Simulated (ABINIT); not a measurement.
# LiSb3 (Pm-3m) in ABINIT: notebook

Aim: see how the results for LiSb3 move with the level of theory and the settings. Levels: AM05, LDA. Tasks: single point.

All numbers are computed with ABINIT 10.8.3 (patched build); they aren't measurements. Logs are shortened: lines on timing, memory, paths and dates and some standing lists are left out, and cuts for length are marked. The log counts tension as positive stress, the text compression.

**1. Starting point**

It takes space group Pm-3m (No. 221, cubic). The conventional cell has a = 4.681 Å, b = 4.681 Å, c = 4.681 Å, α = 90.00°, β = 90.00°, γ = 90.00°. Around Sb (site symmetry 4/mmm) lie 8 Sb at 3.31 Å and 4 Li at 3.31 Å. Li (site symmetry m-3m) is surrounded by 12 Sb at 3.31 Å.

The cell comes from a database or a generator and needn't be the stable form of this composition.

**2. Single point, AM05**

run.abi

```
# Pseudopotentials
pp_dirpath "./"
pseudos "Sb.upf, Li.upf"

# Structure
acell 3*1.0
rprim
     8.8458476736     0.0000000000     0.0000000000
     0.0000000000     8.8458476736     0.0000000000
     0.0000000000     0.0000000000     8.8458476736
ntypat 2
znucl 51 3
natom 4
typat 1 1 1 2
xred
     0.5000000000     0.5000000000     0.0000000000
     0.0000000000     0.5000000000     0.5000000000
     0.5000000000     0.0000000000     0.5000000000
     0.0000000000     0.0000000000     0.0000000000

# Plane-wave basis
ecut 36.0

# k points
kptopt 1
ngkpt 4 4 4
nshiftk 1
shiftk 0.0 0.0 0.0

# Exchange and correlation
ixc -120135

# Bands and occupations
nband 29
occopt 3
tsmear 0.05 eV

# SCF cycle
nstep 100
tolvrs 1.0e-10

# Output
iomode 3
prtwf 0
prteig 0
prtebands 0
prtden 1
prtvha 1
prtvclmb 1
prtpot 1
prtelf 1
```

Potentials or basis: PseudoDojo NC SR PBEsol v0.4.1 standard.

Run with:

```console
> abinit run.abi > log 2>&1
```

run.abo:

```text
.Version 10.8.3 of ABINIT
 Symmetries : space group Pm -3 m (#221); Bravais cP (primitive cubic)
================================================================================
 Values of the parameters that define the memory need of the present run
     intxc =       0    ionmov =       0      iscf =       7    lmnmax =       6
     lnmax =       6     mgfft =      48  mpssoang =       3    mqgrid =    3001
     natom =       4  nloc_mem =       1    nspden =       1   nspinor =       1
    nsppol =       1      nsym =      48    n1xccc =    2501    ntypat =       2
    occopt =       3   xclevel =       2
       mpw =        7159          nfft =      110592          nkpt =          10
================================================================================
================================================================================

--------------------------------------------------------------------------------
------------- Echo of variables that govern the present computation ------------
--------------------------------------------------------------------------------
 -outvars: echo values of preprocessed input variables --------
            acell      1.0000000000E+00  1.0000000000E+00  1.0000000000E+00 Bohr
              amu      1.21753000E+02  6.94100000E+00
             ecut      3.60000000E+01 Hartree
              ixc     -120135
         kptrlatt        4    0    0      0    4    0      0    0    4
          kptrlen      3.53833907E+01
            natom           4
            nband          29
            ngfft          48      48      48
             nkpt          10
            nstep         100
             nsym          48
           ntypat           2
           occopt           3
        prtebands           0
           prteig           0
           prtelf           1
           prtpot           1
         prtvclmb           1
           prtvha           1
            prtwf           0
            rprim      8.8458476736E+00  0.0000000000E+00  0.0000000000E+00
                       0.0000000000E+00  8.8458476736E+00  0.0000000000E+00
                       0.0000000000E+00  0.0000000000E+00  8.8458476736E+00
          spgroup         221
           tolvrs      1.00000000E-10
           tsmear      1.83746611E-03 Hartree
            typat      1  1  1  2
           xangst      2.3405104984E+00  2.3405104984E+00  0.0000000000E+00
                       0.0000000000E+00  2.3405104984E+00  2.3405104984E+00
                       2.3405104984E+00  0.0000000000E+00  2.3405104984E+00
                       0.0000000000E+00  0.0000000000E+00  0.0000000000E+00
            xcart      4.4229238368E+00  4.4229238368E+00  0.0000000000E+00
                       0.0000000000E+00  4.4229238368E+00  4.4229238368E+00
                       4.4229238368E+00  0.0000000000E+00  4.4229238368E+00
                       0.0000000000E+00  0.0000000000E+00  0.0000000000E+00
             xred      5.0000000000E-01  5.0000000000E-01  0.0000000000E+00
                       0.0000000000E+00  5.0000000000E-01  5.0000000000E-01
                       5.0000000000E-01  0.0000000000E+00  5.0000000000E-01
                       0.0000000000E+00  0.0000000000E+00  0.0000000000E+00
            znucl       51.00000    3.00000

================================================================================

 chkinp: Checking input parameters for consistency.

================================================================================
== DATASET  1 ==================================================================

--- !DatasetInfo
iteration_state: {dtset: 1, }
dimensions: {natom: 4, nkpt: 10, mband: 29, nsppol: 1, nspinor: 1, nspden: 1, mpw: 7159, }
cutoff_energies: {ecut:  36.0, pawecutdg:  -1.0, }
electrons: {nelect:   4.80000000E+01, charge:   0.00000000E+00, occopt:   3.00000000E+00, tsmear:   1.83746611E-03, }
meta: {optdriver: 0, ionmov: 0, optcell: 0, iscf: 7, paral_kgb: 0, }
...

 Real(R)+Recip(G) space primitive vectors, cartesian coordinates (Bohr,Bohr^-1):
 R(1)=  8.8458477  0.0000000  0.0000000  G(1)=  0.1130474  0.0000000  0.0000000
 R(2)=  0.0000000  8.8458477  0.0000000  G(2)=  0.0000000  0.1130474  0.0000000
 R(3)=  0.0000000  0.0000000  8.8458477  G(3)=  0.0000000  0.0000000  0.1130474
 Unit cell volume ucvol=  6.9217892E+02 bohr^3
 Angles (23,13,12)=  9.00000000E+01  9.00000000E+01  9.00000000E+01 degrees

 getcut: wavevector=  0.0000  0.0000  0.0000  ngfft=  48  48  48
         ecut(hartree)=     36.000   => boxcut(ratio)=   2.00903

--- Pseudopotential description ------------------------------------------------
- pspini: atom type   1  psp file is ./Sb.upf
12 -116133 2 -1 1434                          pspcod,pspxc,lmax,lloc,mmax
     nproj     2     2     2

- pspini: atom type   2  psp file is ./Li.upf
12 -116133 1 -1 1944                          pspcod,pspxc,lmax,lloc,mmax
     nproj     2     2     0

   3.92054305E+03                                ecore*ucvol(ha*bohr**3)
--------------------------------------------------------------------------------

================================================================================

--- !BeginCycle
iteration_state: {dtset: 1, }
solver: {iscf: 7, nstep: 100, nline: 4, wfoptalg: 0, }
tolerances: {tolvrs: 1.00E-10, }
...

     iter   Etot(hartree)      deltaE(h)  residm     vres2
 ETOT  1  -277.49643396816    -2.775E+02 6.911E-01 8.549E+01
 ETOT  2  -279.20212221138    -1.706E+00 3.362E-02 2.152E+01
 ETOT  3  -279.20415666819    -2.034E-03 2.161E-03 4.356E+00
 ETOT  4  -279.20441930559    -2.626E-04 1.486E-04 2.453E-01
 ETOT  5  -279.20444228742    -2.298E-05 1.196E-04 5.547E-02
 ETOT  6  -279.20444554848    -3.261E-06 1.248E-05 2.055E-03
 ETOT  7  -279.20444570186    -1.534E-07 1.209E-05 6.513E-06
 ETOT  8  -279.20444570233    -4.738E-10 1.448E-06 5.047E-07
 ETOT  9  -279.20444570237    -3.865E-11 1.413E-06 4.344E-09
 ETOT 10  -279.20444570237     1.819E-12 1.703E-07 1.291E-11

 At SCF step   10       vres2   =  1.29E-11 < tolvrs=  1.00E-10 =>converged.

 Compute ELF
--------------------------------------------------------------------------------

 Compute kinetic energy density

 Compute gradient of the electron density
 Electron Localization Function (ELF) [min:0;max:1]
)     Maximum=    1.0000E+00  at reduced coord.    0.0000    0.0000    0.0000
)     Minimum=    1.4551E-06  at reduced coord.    0.5000    0.5000    0.0000
   Integrated=    2.1899E+02

--------------------------------------------------------------------------------
 End of ELF section

 Cartesian components of stress tensor (hartree/bohr^3)
  sigma(1 1)=  1.25276047E-04  sigma(3 2)=  0.00000000E+00
  sigma(2 2)=  1.25276047E-04  sigma(3 1)=  0.00000000E+00
  sigma(3 3)=  1.25276047E-04  sigma(2 1)=  0.00000000E+00

--- !ResultsGS
iteration_state: {dtset: 1, }
comment   : Summary of ground state results
lattice_vectors:
- [  8.8458477,   0.0000000,   0.0000000, ]
- [  0.0000000,   8.8458477,   0.0000000, ]
- [  0.0000000,   0.0000000,   8.8458477, ]
lattice_lengths: [   8.84585,    8.84585,    8.84585, ]
lattice_angles: [ 90.000,  90.000,  90.000, ] # degrees, (23, 13, 12)
lattice_volume:   6.9217892E+02
convergence: {deltae:  1.819E-12, res2:  1.291E-11, residm:  1.703E-07, diffor: null, }
etotal    :  -2.79204446E+02
entropy   :   0.00000000E+00
fermie    :   2.34282088E-01
cartesian_stress_tensor: # hartree/bohr^3
- [  1.25276047E-04,   0.00000000E+00,   0.00000000E+00, ]
- [  0.00000000E+00,   1.25276047E-04,   0.00000000E+00, ]
- [  0.00000000E+00,   0.00000000E+00,   1.25276047E-04, ]
pressure_GPa:  -3.6857E+00
xred      :
- [  5.0000E-01,   5.0000E-01,   0.0000E+00, Sb]
- [  0.0000E+00,   5.0000E-01,   5.0000E-01, Sb]
- [  5.0000E-01,   0.0000E+00,   5.0000E-01, Sb]
- [  0.0000E+00,   0.0000E+00,   0.0000E+00, Li]
cartesian_forces: # hartree/bohr
- [ -0.00000000E+00,  -0.00000000E+00,  -0.00000000E+00, ]
- [ -0.00000000E+00,  -0.00000000E+00,  -0.00000000E+00, ]
- [ -0.00000000E+00,  -0.00000000E+00,  -0.00000000E+00, ]
- [ -0.00000000E+00,  -0.00000000E+00,  -0.00000000E+00, ]
force_length_stats: {min:   0.00000000E+00, max:   0.00000000E+00, mean:   0.00000000E+00, }
...

 Integrated electronic density in atomic spheres:
 ------------------------------------------------
 Atom  Sphere_radius  Integrated_density
    1        2.00000         11.19979148
    2        2.00000         11.19979148
    3        2.00000         11.19979148
    4        2.00000          2.13087983
================================================================================

 ----iterations are completed or convergence reached----

 Mean square residual over all n,k,spin=   75.767E-11; max=  17.031E-08
 reduced coordinates (array xred) for    4 atoms
       0.500000000000      0.500000000000      0.000000000000
       0.000000000000      0.500000000000      0.500000000000
       0.500000000000      0.000000000000      0.500000000000
       0.000000000000      0.000000000000      0.000000000000
 rms dE/dt=  0.0000E+00; max dE/dt=  0.0000E+00; dE/dt below (all hartree)
    1       0.000000000000      0.000000000000      0.000000000000
    2       0.000000000000      0.000000000000      0.000000000000
    3       0.000000000000      0.000000000000      0.000000000000
    4       0.000000000000      0.000000000000      0.000000000000

 cartesian coordinates (angstrom) at end:
    1      2.34051049840639     2.34051049840639     0.00000000000000
    2      0.00000000000000     2.34051049840639     2.34051049840639
    3      2.34051049840639     0.00000000000000     2.34051049840639
    4      0.00000000000000     0.00000000000000     0.00000000000000

 cartesian forces (hartree/bohr) at end:
    1     -0.00000000000000    -0.00000000000000    -0.00000000000000
    2     -0.00000000000000    -0.00000000000000    -0.00000000000000
    3     -0.00000000000000    -0.00000000000000    -0.00000000000000
    4     -0.00000000000000    -0.00000000000000    -0.00000000000000
 frms,max,avg= 0.0000000E+00 0.0000000E+00   0.000E+00  0.000E+00  0.000E+00 h/b

 cartesian forces (eV/Angstrom) at end:
    1     -0.00000000000000    -0.00000000000000    -0.00000000000000
    2     -0.00000000000000    -0.00000000000000    -0.00000000000000
    3     -0.00000000000000    -0.00000000000000    -0.00000000000000
    4     -0.00000000000000    -0.00000000000000    -0.00000000000000
 frms,max,avg= 0.0000000E+00 0.0000000E+00   0.000E+00  0.000E+00  0.000E+00 e/A
 length scales=  1.000000000000  1.000000000000  1.000000000000 bohr
              =  0.529177210544  0.529177210544  0.529177210544 angstroms
 Fermi (or HOMO) energy (hartree) =   0.23428   Average Vxc (hartree)=  -0.37088
 Eigenvalues (hartree) for nkpt=  10  k points:
 kpt#   1, nband= 29, wtk=  0.01563, kpt=  0.0000  0.0000  0.0000 (reduced coord)
  -1.47321   -0.83442   -0.83416   -0.83416   -0.83416   -0.83163   -0.83163   -0.83065
  -0.83065   -0.82987   -0.82987   -0.82987   -0.82930   -0.82930   -0.82930   -0.82803
  -0.21179   -0.02917   -0.02917    0.08563    0.08563    0.08563    0.26847    0.27119
   0.27119    0.27119    0.33661    0.33661    0.33661
      occupation numbers for kpt#   1
   2.00000    2.00000    2.00000    2.00000    2.00000    2.00000    2.00000    2.00000
   2.00000    2.00000    2.00000    2.00000    2.00000    2.00000    2.00000    2.00000
   2.00000    2.00000    2.00000    2.00000    2.00000    2.00000    0.00000    0.00000
   0.00000    0.00000    0.00000    0.00000    0.00000
 prteigrs : prtvol=0 or 1, do not print more k-points.

--- !EnergyTerms
iteration_state     : {dtset: 1, }
comment             : Components of total free energy in Hartree
kinetic             :  1.64458475570578E+02
hartree             :  6.93733346892359E+01
xc                  : -6.88126370508974E+01
Ewald energy        : -1.63036741276643E+02
psp_core            :  5.66406016651899E+00
local_psp           : -2.24946475234643E+02
non_local_psp       : -6.19033665145653E+01
internal            : -2.79203349650416E+02
'-kT*entropy'       : -1.09605195210466E-03
total_energy        : -2.79204445702368E+02
total_energy_eV     : -7.59754001360217E+03
band_energy         : -2.70756518517513E+01
...

 Cartesian components of stress tensor (hartree/bohr^3)
  sigma(1 1)=  1.25276047E-04  sigma(3 2)=  0.00000000E+00
  sigma(2 2)=  1.25276047E-04  sigma(3 1)=  0.00000000E+00
  sigma(3 3)=  1.25276047E-04  sigma(2 1)=  0.00000000E+00

-Cartesian components of stress tensor (GPa)         [Pressure= -3.6857E+00 GPa]
- sigma(1 1)=  3.68574856E+00  sigma(3 2)=  0.00000000E+00
- sigma(2 2)=  3.68574856E+00  sigma(3 1)=  0.00000000E+00
- sigma(3 3)=  3.68574856E+00  sigma(2 1)=  0.00000000E+00

== END DATASET(S) ==============================================================
================================================================================

 -outvars: echo values of variables after computation  --------
            acell      1.0000000000E+00  1.0000000000E+00  1.0000000000E+00 Bohr
           etotal     -2.7920444570E+02
            fcart     -0.0000000000E+00 -0.0000000000E+00 -0.0000000000E+00
                      -0.0000000000E+00 -0.0000000000E+00 -0.0000000000E+00
                      -0.0000000000E+00 -0.0000000000E+00 -0.0000000000E+00
                      -0.0000000000E+00 -0.0000000000E+00 -0.0000000000E+00
            rprim      8.8458476736E+00  0.0000000000E+00  0.0000000000E+00
                       0.0000000000E+00  8.8458476736E+00  0.0000000000E+00
                       0.0000000000E+00  0.0000000000E+00  8.8458476736E+00
           strten      1.2527604717E-04  1.2527604717E-04  1.2527604717E-04
                       0.0000000000E+00  0.0000000000E+00  0.0000000000E+00
           xangst      2.3405104984E+00  2.3405104984E+00  0.0000000000E+00
                       0.0000000000E+00  2.3405104984E+00  2.3405104984E+00
                       2.3405104984E+00  0.0000000000E+00  2.3405104984E+00
                       0.0000000000E+00  0.0000000000E+00  0.0000000000E+00
             xred      5.0000000000E-01  5.0000000000E-01  0.0000000000E+00
                       0.0000000000E+00  5.0000000000E-01  5.0000000000E-01
                       5.0000000000E-01  0.0000000000E+00  5.0000000000E-01
                       0.0000000000E+00  0.0000000000E+00  0.0000000000E+00
 Calculation completed.
```

Wall time 91 s (1 thread of Arm Neoverse N1, shared host); peak memory 0.11 GiB.

What came out:

```
Free energy                                           : -7597.5400 eV
Pressure                                              : -3.7 GPa
Band gap on the k mesh                                : none (metal or under the smearing width)
Valence electrons inside the program's atomic spheres : Sb 11.20; Li 2.13
```

Caveat: the potentials were made for another functional, which shifts forces and pressure.

**3. Single point, LDA (atoms moved at random)**

run.abi

```
# Pseudopotentials
pp_dirpath "./"
pseudos "Sb.hgh, Li.hgh"

# Structure
acell 3*1.0 Angstrom
rprim
     4.6810210000     0.0000000000     0.0000000000
     0.0000000000     4.6810210000     0.0000000000
     0.0000000000     0.0000000000     4.6810210000
ntypat 2
znucl 51 3
natom 4
typat 1 1 1 2
xred
     0.4982590000     0.5010160000     0.0007350000
    -0.0001230000     0.5017980000     0.4986300000
     0.5003240000    -0.0015370000     0.5008870000
     0.0022840000     0.0000160000    -0.0012920000
chkprim 0
chksymtnons 0
tolsym 1.0e-6

# Plane-wave basis
ecut 14.0

# k points
kptopt 1
ngkpt 4 4 4
nshiftk 1
shiftk 0.0 0.0 0.0

# Exchange and correlation
ixc 7

# Bands and occupations
nband 12
occopt 3
tsmear 0.05 eV

# SCF cycle
nstep 100
tolvrs 1.0e-10

# Output
iomode 3
prtwf 0
prtden 0
prteig 0
prtebands 0
enunit 2
prtvol 2
```

Potentials or basis: HGH LDA.

Run with:

```console
> abinit run.abi > log 2>&1
```

Wall time 24 s (1 thread of Arm Neoverse N1, shared host); peak memory 0.07 GiB.

Results (log left out):

```yaml
Free_energy: -465.4534 eV
Pressure: -3.5 GPa
Largest_force: 0.033 eV/Å
Band_gap_on_the_k_mesh: none (metal or under the smearing width)
Valence_electrons_inside_the_program's_atomic_spheres: Sb 1.54; Li 0.15
```

Forces in eV/Å, atoms in the order of the input:
```
Sb  -0.004 -0.020 -0.003
Sb  -0.013 -0.011 -0.009
Sb   0.019  0.022  0.015
Li  -0.002  0.009 -0.003
```

Levels at points of the mesh, in eV from the Fermi level:
| k point | band 4 | band 5 | band 6 | band 7 | band 8 | band 9 | band 10 | band 11 | band 12 |
| --- | --- | --- | --- | --- | --- | --- | --- | --- | --- |
| (0.00, 0.00, 0.00) | -4.02 | -4.02 | -4.02 | 0.97 | 1.00 | 1.00 | 1.02 | 2.79 | 2.79 |
| (0.50, 0.00, 0.00) | -2.89 | -2.89 | -1.38 | -1.38 | -1.09 | -0.81 | -0.56 | 2.67 | 2.67 |
| (0.00, 0.50, 0.00) | -2.89 | -2.89 | -1.38 | -1.37 | -1.09 | -0.81 | -0.56 | 2.67 | 2.67 |
| (0.50, 0.50, 0.00) | -4.70 | -2.36 | -1.29 | -0.85 | -0.85 | -0.77 | -0.77 | 3.03 | 3.76 |
| (0.00, 0.00, 0.50) | -2.89 | -2.89 | -1.38 | -1.38 | -1.09 | -0.81 | -0.56 | 2.67 | 2.67 |
| (0.50, 0.00, 0.50) | -4.70 | -2.36 | -1.29 | -0.86 | -0.86 | -0.76 | -0.76 | 3.03 | 3.76 |
| (0.00, 0.50, 0.50) | -4.70 | -2.36 | -1.29 | -0.85 | -0.84 | -0.77 | -0.76 | 3.03 | 3.76 |
| (0.50, 0.50, 0.50) | -5.93 | -4.46 | -4.46 | -4.46 | 0.70 | 4.04 | 4.04 | 4.42 | 4.42 |

Caveat: HGH potentials are hard and often keep d shells in the core, so these values are rough.
